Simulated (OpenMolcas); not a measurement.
**Nb²⁺: RASSCF and RASPT2 terms and fine-structure levels**

Wanted: the level scheme of Nb²⁺ from active-space wave functions, then second-order correlation.

Method: state-averaged RASSCF and RASPT2, spin-orbit coupling by RASSI with atomic mean-field integrals. Code: OpenMolcas 26.06.

**1. The system**

| Property | Result |
| --- | --- |
| Species | Nb²⁺ (niobium, Z = 41, 39 electrons) |
| Basis | ANO-R2 [7s5p4d2f1g], 65 functions |
| Scalar Hamiltonian | X2C, finite nucleus |
| Inactive shells | 1s 2s 2p 3s 3p 3d 4s |
| Active space | 9 electrons in 8 orbitals (RAS1 4p, at most 2 holes; RAS2 4d) |
| Some configurations of this space | 4d3 |
| Orbitals | optimised for each spin and parity, averaged over all roots |

Outer shells as boxes (Hund's rule):

4d3
```
4d [↑ ][↑ ][↑ ][  ][  ]
```

The work runs as a chain of OpenMolcas steps in one folder; each step below is one input file. Labels, J, g values, rates, χT and fits are worked out afterwards by a script from the matrices that RASSI stores.

**2. One- and two-electron integrals**

Contents of a.inp:

```
&GATEWAY
Coord
1

Nb 0.0 0.0 0.0
Basis=ANO-R2
Group=XYZ
NoMove
AngMom=0.0 0.0 0.0
AMFI
&SEWARD
```

Started as:

```console
> OMP_NUM_THREADS=1 MOLCAS_MEM=1689 MOLCAS_PROJECT=a pymolcas a.inp > a.log
```

**3. Start orbitals from a smaller active space**

Contents of a.inp:

```
&RASSCF
FileOrb=start.orb
Symmetry=1
Spin=4
nActEl=3 0 0
Inactive=9 9
Ras2=5 0
CIRoot=10 10 1
SDav=10
CIMx=300
Iter=120 100
PrWF=0.3
OrbListing=Nothing
MaxOrb=0
Atom
>>> COPY $Project.JobIph JOBPRE
```

**4. RASSCF: quartets of even parity, 10 roots**

Contents of a.inp:

```
&RASSCF
FileOrb=start.orb
Symmetry=1
Spin=4
nActEl=9 2 0
Inactive=9 6
Ras1=0 3
Ras2=5 0
CIRoot=10 10 1
SDav=454
CIMx=300
Iter=120 100
PrWF=0.3
OrbListing=Nothing
MaxOrb=0
Thrs=2.0e-7 1.0e-1 5.0e-4
Atom
>>> COPY $Project.JobIph JOB001
```

**5. Reference wave functions, doublets of even parity, 40 roots**

Contents of a.inp:

```
&RASSCF
FileOrb=start.orb
Symmetry=1
Spin=2
nActEl=9 2 0
Inactive=9 6
Ras1=0 3
Ras2=5 0
CIRoot=40 40 1
SDav=787
CIMx=300
Iter=120 100
PrWF=0.3
OrbListing=Nothing
MaxOrb=0
Thrs=2.0e-7 1.0e-1 5.0e-4
Atom
>>> COPY $Project.JobIph JOB002
```

**6. RASSI: spin-orbit coupling between the states**

Contents of a.inp:

```
&RASSI
NrOfJobIphs=2 10 40
1 2 3 4 5 6 7 8 9 10
1 2 3 4 5 6 7 8 9 10 11 12 13 14 15 16 17 18 19 20 21 22 23 24 25 26 27
28 29 30 31 32 33 34 35 36 37 38 39 40
IphNames
JOB001
JOB002
EJob
SpinOrbit
DIPRint=1.0
SOCoupling=1000.0
Subsets=2
MEES
Property=10
'ANGMOM' 1 'ANGMOM' 2 'ANGMOM' 3 'MLTPL  1' 1 'MLTPL  1' 2 'MLTPL  1' 3
'AMFI' 1 'AMFI' 2 'AMFI' 3 'MLTPL  2' 6
SOProperty=3
'ANGMOM' 1 'ANGMOM' 2 'ANGMOM' 3
```

**7. CASPT2: IPEA 0.25, imaginary shift 0.1 (closed shells correlated: 4s)**

Contents of a.inp:

```
>>> COPY JOB001 $Project.JobIph
&CASPT2
Multistate=10 1 2 3 4 5 6 7 8 9 10
Frozen=8 6
IPEA=0.25
Imaginary=0.1
MaxIter=60
WThr=0.0 0.3 0.05
PrWF=0.5
NoMix
>>> COPY JOB002 $Project.JobIph
&CASPT2
Multistate=40 1 2 3 4 5 6 7 8 9 10 11 12 13 14 15 16 17 18 19 20 21 22
23 24 25 26 27 28 29 30 31 32 33 34 35 36 37 38 39 40
Frozen=8 6
IPEA=0.25
Imaginary=0.1
MaxIter=60
WThr=0.0 0.3 0.05
PrWF=0.5
NoMix
```

(Steps that only read results are left out.)

**Question.** What will these runs give? Wanted: lowest level; first excited level; lowest level of another term; spin-orbit lowering of the lowest level; strongest of the lines computed, by gA.

As calculated:

| quantity | value |
| --- | --- |
| method | SS-RASPT2, IPEA 0.25, imaginary shift 0.1 (closed shells correlated: 4s) |
| lowest level | 4d3 4F 3/2, 99 % of that term, g = 0.402 |
| ground level listed by NIST | 4F3/2 |
| first excited level | 4d3 4F 5/2 at 548 cm-1 |
| lowest level of another term | 4d3 4P 3/2 at 8630 cm-1 |
| spin-orbit lowering of the lowest level | 1280 cm-1 |
| strongest of the lines computed, by gA (one parity, so forbidden lines), at RASSCF energies | 4d3 2D 5/2(2) → 4d3 2G 9/2, 383 nm, A = 6.61e+00 s⁻¹ |

What each method costs and misses:

```
                                           method  time of its own steps  time with the reference  mean absolute difference from the measured levels (cm-1)
                                        A. RASSCF                   33 s                     33 s                                                      2800
B. SS-RASPT2, IPEA 0.25, imaginary shift 0.1, +4s                   43 s                     77 s                                                       440
```

Times are of one thread on a shared host.

What this shows: The multiplet 4F is regular; its intervals divided by the larger J differ by 20 % of their mean, where Landé's rule for pure LS coupling makes them equal. Second-order correlation (method B) scales the levels of the lowest configuration above 5000 cm⁻¹ by 0.71 to 0.86. Method B lies closest to the measured levels (440 cm⁻¹ on average) and A farthest (2800). Only the configurations of the active space and the roots asked for are present. Not all states of the active space went into the spin-orbit step. CASPT2 does not keep the components of a term degenerate, and the means are used. The levels of the extra active shells were not computed. Only valence configurations of the active space appear, up to the ionisation limit; * or ° marks odd parity.
